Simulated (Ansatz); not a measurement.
# C₂H₇GaO: small, medium and large basis sets

How large a basis does C₂H₇GaO need? Two functionals are run in growing sets.

Computed with Ansatz 0.2.0, Gaussian basis. Level: one geometry, several basis sets.

Levels to be run: PBE0-D4/def2-SVP; ωB97M-V/def2-SVP; PBE0-D4/def2-QZVPP; ωB97M-V/def2-QZVPP; the functionals' def2-TZVPP values are taken from earlier runs.

## 1. Structure used throughout

All runs share one geometry, relaxed beforehand with PBE0-D4 in a triple-zeta def2 set.

11 atoms, charge 0, spin multiplicity 1.

Atoms are counted from 1 here; the program's logs count them from 0.

Bond lengths: C1–C2 1.501 Å, C1–H5 1.093 Å, C1–H6 1.097 Å, C1–H7 1.095 Å, C2–O3 1.475 Å, C2–Ga4 1.972 Å, C2–H8 1.090 Å, O3–H9 0.963 Å, Ga4–H10 1.573 Å, Ga4–H11 1.565 Å. Angles: C2–C1–H5 109.9°, C2–C1–H6 111.7°, C2–C1–H7 111.8°, H5–C1–H6 107.7°, H5–C1–H7 107.1°, H6–C1–H7 108.4°, C1–C2–O3 112.0°, C1–C2–Ga4 123.6°, C1–C2–H8 111.4°, O3–C2–Ga4 83.4°, O3–C2–H8 105.1°, Ga4–C2–H8 116.1°, C2–O3–H9 107.9°, C2–Ga4–H10 114.5°, C2–Ga4–H11 121.2°, H10–Ga4–H11 123.0°.

## 2. PBE0-D4 in def2-SVP

Contents of in.yaml:

```yaml
crystal:
  periodic: [false, false, false]
  atoms:
    - {symbol: C, position_ang: [-0.861512, 1.068557, 0.329570]}
    - {symbol: C, position_ang: [-0.436224, -0.361265, 0.164392]}
    - {symbol: O, position_ang: [0.645056, -0.728771, 1.098423]}
    - {symbol: Ga, position_ang: [0.849435, -0.966600, -1.202929]}
    - {symbol: H, position_ang: [-1.688548, 1.292185, -0.348701]}
    - {symbol: H, position_ang: [-1.202606, 1.274384, 1.351721]}
    - {symbol: H, position_ang: [-0.050811, 1.764615, 0.089221]}
    - {symbol: H, position_ang: [-1.252370, -1.047160, 0.391387]}
    - {symbol: H, position_ang: [1.115650, 0.076239, 1.338388]}
    - {symbol: H, position_ang: [1.938784, 0.099801, -1.592506]}
    - {symbol: H, position_ang: [0.943136, -2.471977, -1.618975]}
basis:
  gaussian: {orbitals: def2-SVP}
hamiltonian: {xc: pbe0, dispersion: d4}
output: {orbitals: {seedname: orbitals}}
```

Started as:

```sh
$ ansatz run in.yaml --threads 2 --pin off --events-out ev --progress --plain --max-ram 32768MiB --backend cpu
```

Further steps of the session: ωB97M-V in def2-SVP; PBE0-D4 in def2-QZVPP; ωB97M-V in def2-QZVPP.

Before running them: what should the planned runs give, taken together? Wanted: PBE0-D4: double and triple zeta above quadruple; ωB97M-V: double and triple zeta above quadruple.

As calculated:

| quantity | value |
| --- | --- |
| PBE0-D4: double and triple zeta above quadruple | 13.03, 1.43 eV |
| ωB97M-V: double and triple zeta above quadruple | 13.19, 1.39 eV |

In words: PBE0-D4 gains 11.60 eV from double to triple zeta, then 1.43 eV more. Total energies overstate the basis error of differences, where much of it tends to cancel.
